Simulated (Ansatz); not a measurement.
**CH4MgS2: a ladder of functionals and wavefunction methods**

One table from this session's results is given with a row withheld; the runs are named, their logs left out.

Method: functionals in def2-TZVPP, the program's frozen cores in correlated methods; program: Ansatz 0.2.0, Gaussian basis.

Levels to be run: PBE-D4, r2SCAN-D4, PBE0-D4, B3LYP-D4, ωB97X-V, ωB97M-V, B2PLYP; CCSD(T)/def2-TZVPP; CCSD(T)/def2-QZVPP; extrapolation to the limit.

## The relaxed structure

All runs share one geometry, relaxed beforehand with PBE0-D4 in a triple-zeta def2 set.

SMILES `C[S][Mg][SH]`, 8 atoms, charge 0, spin multiplicity 1.

Atoms are counted from 1 here; the program's logs count them from 0.

Bond lengths: C1–S2 1.828 Å, C1–H5 1.090 Å, C1–H6 1.090 Å, C1–H7 1.090 Å, S2–Mg3 2.282 Å, Mg3–S4 2.287 Å, S4–H8 1.345 Å. Angles: S2–C1–H5 111.9°, S2–C1–H6 106.8°, S2–C1–H7 112.0°, H5–C1–H6 108.2°, H5–C1–H7 109.6°, H6–C1–H7 108.1°, C1–S2–Mg3 103.5°, S2–Mg3–S4 179.3°, Mg3–S4–H8 92.5°.

As a file:

```mol
CH4MgS2
  3D, bonds by distance, orders not assigned

  8  7  0  0  0  0  0  0  0  0999 V2000
   -1.2534    0.4547    1.1830 C   0  0
    0.2085    1.4128    0.6491 S   0  0
    1.3512   -0.0529   -0.6746 Mg  0  0
    2.4981   -1.5399   -1.9804 S   0  0
   -0.9743   -0.4161    1.7756 H   0  0
   -1.8514    1.1153    1.8105 H   0  0
   -1.8671    0.1416    0.3388 H   0  0
    1.8884   -1.1154   -3.1020 H   0  0
  1  2  8  0
  2  3  8  0
  3  4  8  0
  1  5  8  0
  1  6  8  0
  1  7  8  0
  4  8  8  0
M  END
```

Set-up of the first run:

in.yaml

```yaml
crystal:
  periodic: [false, false, false]
  atoms:
    - {symbol: C, position_ang: [-1.253359, 0.454665, 1.182996]}
    - {symbol: S, position_ang: [0.208495, 1.412759, 0.649146]}
    - {symbol: Mg, position_ang: [1.351241, -0.052877, -0.674626]}
    - {symbol: S, position_ang: [2.498129, -1.539929, -1.980439]}
    - {symbol: H, position_ang: [-0.974347, -0.416102, 1.775628]}
    - {symbol: H, position_ang: [-1.851428, 1.115268, 1.810470]}
    - {symbol: H, position_ang: [-1.867135, 0.141581, 0.338828]}
    - {symbol: H, position_ang: [1.888392, -1.115355, -3.101993]}
basis:
  gaussian: {orbitals: def2-TZVPP}
hamiltonian: {xc: pbe, dispersion: d4}
output: {forces: true, orbitals: {seedname: orbitals}}
```

On the command line:

```console
ansatz run in.yaml --threads 2 --pin off --events-out ev --progress --plain --max-ram 20480MiB --backend cpu
```

Among the steps run: PBE-D4 (GGA); r2SCAN-D4 (meta-GGA); PBE0-D4 (hybrid); B3LYP-D4 (hybrid); ωB97X-V (range-separated); ωB97M-V (range-separated); B2PLYP (double hybrid); CCSD(T) in def2-TZVPP; CCSD(T) in def2-QZVPP.

One of the session's tables, all rows but one given; the rest of the session is left out.

| method | atomisation energy (kJ/mol) |
| --- | --- |
| PBE-D4 | ? |
| r2SCAN-D4 | 2516.7 |
| PBE0-D4 | 2493.3 |
| B3LYP-D4 | 2472.8 |
| ωB97X-V | 2507.4 |
| ωB97M-V | 2495.1 |
| B2PLYP | 2446.6 |
| HF/def2-TZVPP | 1814.7 |
| MP2/def2-TZVPP | 2447.0 |
| CCSD/def2-TZVPP | 2372.4 |
| CCSD(T)/def2-TZVPP | 2411.4 |
| MP2/CBS | 2539.3 |
| CCSD(T)/CBS | 2503.7 |

**Question.** Estimate the row for PBE-D4.

The run gave: atomisation energy (kJ/mol): 2523.9. In the column «atomisation energy (kJ/mol)» it lies between r2SCAN-D4 (2516.7) and MP2/CBS (2539.3).

To keep in mind: Free atoms (1 C, 2 S, 1 Mg, 4 H) were run apart at each level; the atomisation energy is their sum less the molecule, without zero-point or spin-orbit terms.
